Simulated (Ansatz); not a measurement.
**CH3BN2: basis-set convergence**

Aim: see how fast density functionals converge with the basis set for CH3BN2.

Computed with Ansatz 0.2.0, Gaussian basis. Level: one geometry, several basis sets.

Plan: PBE0-D4/def2-SVP; ωB97M-V/def2-SVP; PBE0-D4/def2-QZVPP; ωB97M-V/def2-QZVPP; the functionals' def2-TZVPP values are taken from earlier runs.

**1. The relaxed structure**

All runs share one geometry, relaxed beforehand with PBE0-D4 in a triple-zeta def2 set.

SMILES `BN=C=N`, 7 atoms, charge 0, spin multiplicity 1.

Atoms are counted from 1 here; the program's logs count them from 0.

Bond lengths: B1–N2 1.387 Å, B1–H5 1.196 Å, B1–H6 1.195 Å, N2–C3 1.196 Å, C3–N4 1.220 Å, N4–H7 1.011 Å. Angles: N2–B1–H5 119.1°, N2–B1–H6 119.0°, H5–B1–H6 122.0°, B1–N2–C3 177.0°, N2–C3–N4 172.9°, C3–N4–H7 119.0°.

**2. PBE0-D4 in def2-SVP**

in.yaml

```yaml
crystal:
  periodic: [false, false, false]
  atoms:
    - {symbol: B, position_ang: [-0.868512, 1.288620, 0.100163]}
    - {symbol: N, position_ang: [-0.169525, 0.091130, 0.063831]}
    - {symbol: C, position_ang: [0.477354, -0.913059, -0.001388]}
    - {symbol: N, position_ang: [1.026236, -2.002988, 0.012782]}
    - {symbol: H, position_ang: [-0.401147, 2.250332, -0.435533]}
    - {symbol: H, position_ang: [-1.920441, 1.327778, 0.666453]}
    - {symbol: H, position_ang: [1.917534, -2.109714, -0.451908]}
basis:
  gaussian: {orbitals: def2-SVP}
hamiltonian: {xc: pbe0, dispersion: d4}
output: {orbitals: {seedname: orbitals}}
```

Command:

```console
ansatz run in.yaml --threads 2 --pin off --events-out ev --progress --plain --max-ram 4352MiB
```

The runs that follow: ωB97M-V in def2-SVP; PBE0-D4 in def2-QZVPP; ωB97M-V in def2-QZVPP.

**Question.** What will the summary of the whole plan be? Wanted: PBE0-D4: double and triple zeta above quadruple; ωB97M-V: double and triple zeta above quadruple.

As calculated:

```
                                       quantity          value
PBE0-D4: double and triple zeta above quadruple  5.57, 0.26 eV
ωB97M-V: double and triple zeta above quadruple  5.78, 0.24 eV
```

For PBE0-D4 the step from double to triple zeta gains 5.31 eV and the next only 0.26 eV. These are total energies; as a rule much of such shifts cancels in differences, which this series doesn't test.
